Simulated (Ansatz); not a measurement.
# C8H14Si: the cost of one run

The runs use Ansatz 0.2.0, Gaussian basis; the settings change from run to run.

## 1. The molecule

The structure was relaxed beforehand with PBE0-D4 in a triple-zeta def2 set.

SMILES `C[Si](C)(C)C1C=CC=C1`, 23 atoms, charge 0, spin multiplicity 1.

Atoms are counted from 1 here; the program's logs count them from 0.

Bond lengths: C1–Si2 1.874 Å, C1–H10 1.093 Å, C1–H11 1.093 Å, C1–H12 1.094 Å, Si2–C3 1.867 Å, Si2–C4 1.874 Å, Si2–C5 1.923 Å, C3–H13 1.092 Å, C3–H14 1.094 Å, C3–H15 1.092 Å, C4–H16 1.094 Å, C4–H17 1.093 Å, C4–H18 1.093 Å, C5–C6 1.476 Å, C5–C9 1.476 Å, C5–H19 1.095 Å, C6–C7 1.353 Å, C6–H20 1.081 Å and more. Angles: Si2–C1–H10 111.4°, Si2–C1–H11 111.4°, Si2–C1–H12 110.5°, H10–C1–H11 108.0°, H10–C1–H12 107.7°, H11–C1–H12 107.6°, C1–Si2–C3 110.4°, C1–Si2–C4 109.2°, C1–Si2–C5 108.0°, C3–Si2–C4 110.4°, C3–Si2–C5 110.7°, C4–Si2–C5 108.0°, Si2–C3–H13 111.3°, Si2–C3–H14 109.9°, Si2–C3–H15 111.3°, H13–C3–H14 108.1°, H13–C3–H15 108.0°, H14–C3–H15 108.1° and more.

Geometry (Å):

```mol
C8H14Si
  3D, bonds by distance, orders not assigned

 23 23  0  0  0  0  0  0  0  0999 V2000
    0.1480   -1.3858   -2.0146 C   0  0
   -0.1420   -0.8314   -0.2479 Si  0  0
    1.4165   -1.0291    0.7604 C   0  0
   -1.5336   -1.8435    0.4948 C   0  0
   -0.6991    1.0086   -0.2861 C   0  0
    0.4328    1.8108   -0.7910 C   0  0
    0.9361    2.5477    0.2258 C   0  0
    0.1337    2.3299    1.4066 C   0  0
   -0.8591    1.4598    1.1104 C   0  0
    0.9759   -0.8393   -2.4727 H   0  0
   -0.7408   -1.2327   -2.6326 H   0  0
    0.3943   -2.4509   -2.0466 H   0  0
    1.2690   -0.6916    1.7881 H   0  0
    1.7110   -2.0821    0.7870 H   0  0
    2.2414   -0.4564    0.3325 H   0  0
   -1.2935   -2.9099    0.4586 H   0  0
   -1.7058   -1.5767    1.5403 H   0  0
   -2.4700   -1.6964   -0.0501 H   0  0
   -1.6050    1.0084   -0.9016 H   0  0
    0.8100    1.7659   -1.8035 H   0  0
    1.8023    3.1944    0.1744 H   0  0
    0.3098    2.7893    2.3704 H   0  0
   -1.6272    1.1038    1.7831 H   0  0
  1  2  8  0
  2  3  8  0
  2  4  8  0
  2  5  8  0
  5  6  8  0
  6  7  8  0
  7  8  8  0
  8  9  8  0
  1 10  8  0
  1 11  8  0
  1 12  8  0
  3 13  8  0
  3 14  8  0
  3 15  8  0
  4 16  8  0
  4 17  8  0
  4 18  8  0
  5 19  8  0
  6 20  8  0
  7 21  8  0
  8 22  8  0
  9 23  8  0
  5  9  8  0
M  END
```

## 2. r2SCAN/def2-mTZVP

This run has density fitting with cc-pVTZ-jkfit.

File in.yaml:

```yaml
crystal:
  periodic: [false, false, false]
  atoms:
    - {symbol: C, position_ang: [0.148032, -1.385760, -2.014612]}
    - {symbol: Si, position_ang: [-0.142010, -0.831394, -0.247947]}
    - {symbol: C, position_ang: [1.416458, -1.029053, 0.760424]}
    - {symbol: C, position_ang: [-1.533580, -1.843527, 0.494783]}
    - {symbol: C, position_ang: [-0.699064, 1.008613, -0.286140]}
    - {symbol: C, position_ang: [0.432821, 1.810755, -0.791015]}
    - {symbol: C, position_ang: [0.936053, 2.547747, 0.225846]}
    - {symbol: C, position_ang: [0.133691, 2.329894, 1.406563]}
    - {symbol: C, position_ang: [-0.859054, 1.459805, 1.110381]}
    - {symbol: H, position_ang: [0.975923, -0.839255, -2.472652]}
    - {symbol: H, position_ang: [-0.740823, -1.232741, -2.632612]}
    - {symbol: H, position_ang: [0.394283, -2.450898, -2.046645]}
    - {symbol: H, position_ang: [1.268999, -0.691632, 1.788079]}
    - {symbol: H, position_ang: [1.710964, -2.082133, 0.786950]}
    - {symbol: H, position_ang: [2.241383, -0.456382, 0.332525]}
    - {symbol: H, position_ang: [-1.293463, -2.909933, 0.458607]}
    - {symbol: H, position_ang: [-1.705817, -1.576749, 1.540253]}
    - {symbol: H, position_ang: [-2.469960, -1.696390, -0.050146]}
    - {symbol: H, position_ang: [-1.604971, 1.008407, -0.901600]}
    - {symbol: H, position_ang: [0.810043, 1.765936, -1.803499]}
    - {symbol: H, position_ang: [1.802275, 3.194415, 0.174381]}
    - {symbol: H, position_ang: [0.309845, 2.789332, 2.370448]}
    - {symbol: H, position_ang: [-1.627228, 1.103844, 1.783130]}
basis:
  gaussian: {orbitals: def2-mTZVP, fitting: {mean_field: cc-pVTZ-jkfit}}
hamiltonian: {xc: {name: r2SCAN}}
output: {forces: true}
```

Launch:

```console
ansatz run in.yaml --threads 4 --pin off --events-out ev --progress --plain --max-ram 46080MiB --backend cpu
```

Q: Estimate wall time and peak memory on 4 threads of AMD EPYC 7R13, shared host.

About 6 s, with a peak of 1.1 GiB.
